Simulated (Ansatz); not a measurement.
**CH₅Cl₂NSi: up Jacob's ladder to CCSD(T)**

An exercise on one series of results from a longer session: the logs are not shown, and one member is left open.

Computed with Ansatz 0.2.0, Gaussian basis. Level: functionals in def2-TZVPP, the program's frozen cores in correlated methods.

Levels to be run: PBE-D4, r2SCAN-D4, PBE0-D4, B3LYP-D4, ωB97X-V, ωB97M-V, B2PLYP; CCSD(T)/def2-TZVPP; MP2/def2-QZVPP; extrapolation to the limit.

## The geometry

All runs share one geometry, relaxed beforehand with PBE0-D4 in a triple-zeta def2 set.

SMILES `N[SiH2]C(Cl)Cl`, 10 atoms, charge 0, spin multiplicity 1.

Atoms are counted from 1 here; the program's logs count them from 0.

Bond lengths: N1–Si2 1.705 Å, N1–H6 1.006 Å, N1–H7 1.006 Å, Si2–C3 1.904 Å, Si2–H8 1.483 Å, Si2–H9 1.480 Å, C3–Cl4 1.776 Å, C3–Cl5 1.779 Å, C3–H10 1.088 Å. Angles: Si2–N1–H6 121.5°, Si2–N1–H7 121.5°, H6–N1–H7 112.0°, N1–Si2–C3 114.3°, N1–Si2–H8 108.1°, N1–Si2–H9 110.7°, C3–Si2–H8 106.4°, C3–Si2–H9 104.5°, H8–Si2–H9 112.9°, Si2–C3–Cl4 108.4°, Si2–C3–Cl5 109.3°, Si2–C3–H10 114.5°, Cl4–C3–Cl5 111.6°, Cl4–C3–H10 106.7°, Cl5–C3–H10 106.4°.

The first run:

Input file in.yaml:

```yaml
crystal:
  periodic: [false, false, false]
  atoms:
    - {symbol: N, position_ang: [-0.149149, 1.428544, 1.002046]}
    - {symbol: Si, position_ang: [-0.722561, 0.129899, 0.058023]}
    - {symbol: C, position_ang: [0.638008, -1.048259, -0.562464]}
    - {symbol: Cl, position_ang: [-0.123275, -2.318057, -1.543752]}
    - {symbol: Cl, position_ang: [1.833246, -0.122354, -1.500647]}
    - {symbol: H, position_ang: [0.419427, 2.157653, 0.604463]}
    - {symbol: H, position_ang: [-0.001060, 1.333411, 1.992270]}
    - {symbol: H, position_ang: [-1.630360, -0.685948, 0.901015]}
    - {symbol: H, position_ang: [-1.372954, 0.626567, -1.175276]}
    - {symbol: H, position_ang: [1.191877, -1.552655, 0.227222]}
basis:
  gaussian: {orbitals: def2-TZVPP}
hamiltonian: {xc: pbe, dispersion: d4}
output: {forces: true, orbitals: {seedname: orbitals}}
```

Started as:

```
> ansatz run in.yaml --threads 4 --pin off --events-out ev --progress --plain --max-ram 10444MiB
```

Steps of the session up to this table: PBE-D4 (GGA); r2SCAN-D4 (meta-GGA); PBE0-D4 (hybrid); B3LYP-D4 (hybrid); ωB97X-V (range-separated); ωB97M-V (range-separated); B2PLYP (double hybrid); CCSD(T) in def2-TZVPP; MP2 in def2-QZVPP.

One table of the session follows, with a row left open; its other results are not shown here.

It belongs to the step «Atomisation energies». 

| method | atomisation energy (eV) |
| --- | --- |
| PBE-D4 | 34.307 |
| r2SCAN-D4 | 33.668 |
| PBE0-D4 | 33.697 |
| B3LYP-D4 | 33.573 |
| ωB97X-V | 33.880 |
| ωB97M-V | 33.881 |
| B2PLYP | 33.130 |
| HF/def2-TZVPP | 23.512 |
| MP2/def2-TZVPP | 33.177 |
| CCSD/def2-TZVPP | 31.976 |
| CCSD(T)/def2-TZVPP | ? |
| MP2/CBS | 34.322 |
| CCSD(T)/CBS | 33.717 |

**Question.** Estimate the row for CCSD(T)/def2-TZVPP.

The run gave: atomisation energy (eV): 32.572. In the column «atomisation energy (eV)» it lies between CCSD/def2-TZVPP (31.976) and B2PLYP (33.130).
